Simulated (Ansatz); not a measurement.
Run this with Ansatz 0.2.0 through its Python package and show what comes out.

The script, `run_edit.py`:
```python
"""Editing single keys of the input for TcRu3."""

import warnings

import ansatz as az

FUNCTIONAL = "pbesol"
KGRID = (5, 5, 6)

warnings.simplefilter("ignore", az.DeckWarning)

cell = (
    az.Lattice.from_parameters(5.439443, 5.439443, 4.277015, alpha=90, beta=90, gamma=120)
    .space_group(194)
    .atom("Tc", [1 / 3, 2 / 3, 0.75])
    .atom("Ru", [0.16752, 0.335041, 0.25])
)

model = (
    cell.calculation()
    .functional(FUNCTIONAL)
    .pseudopotentials("paw")
    .basis(41 * az.Ry)
    .kpoints(*KGRID, center="gamma")
    .occupations(az.OccupationsMethod.GAUSSIAN)
    .band_table()
)
typed = model.input()
rows = []
for value in [0.1, 0.3, 0.6]:
    edited = typed.set(az.key.scf.mixing.beta, value)
    rep = az.Session.from_dict(edited).plan().execute().report
    rows.append((value, rep["free_energy_ev"], rep["n_iterations"], len(rep["eigenvalues_ev"][0]) if "eigenvalues_ev" in rep else 0))
print("          beta            F eV      iterations    bands listed")
for row in rows:
    print(f"{str(row[0]):>14s}  {row[1]:14.5f}  {row[2]:14d}  {row[3]:14d}")
print(edited.to_yaml())
```

```console
$ python run_edit.py
          beta            F eV      iterations    bands listed
           0.1    -45574.87149              11              76
           0.3    -45574.87149               9              76
           0.6    -45574.87149              11              76
crystal:
  lattice:
    a: 5.439443
    b: 5.439443
    c: 4.277015
    alpha: 90.0
    beta: 90.0
    gamma: 120.0
  space_group: 194
  atoms:
    - { symbol: Tc, position: [0.3333333333333333, 0.6666666666666666, 0.75] }
    - { symbol: Ru, position: [0.16752, 0.335041, 0.25] }
basis:
  ecutwfc: 557.833418042754
kpoints:
  mp_grid:
    grid: [5, 5, 6]
    shift: [0.0, 0.0, 0.0]
hamiltonian:
  xc: pbesol
  pseudopotentials:
    kind: paw
scf:
  occupations:
    method: gaussian
  mixing:
    beta: 0.6
output:
  eigenvalues: true
```

Caveats:
- Total energies depend on the potentials; only differences at equal settings carry meaning. A total without «per atom» is that of the whole cell that was run.
- No spin polarisation was allowed.
- The mesh is modest for a metal, so energies can be off by several to tens of meV an atom and pressures by half a GPa or more; differences at equal mesh fare better.
- The structure comes from a database of computed cells and needn't be a stable or known phase.
- The script silences the warnings on its input, which a real study should read.
- Run time: 41 s on 1 thread of Arm Neoverse V2 (shared host), peak memory 0.54 GiB.
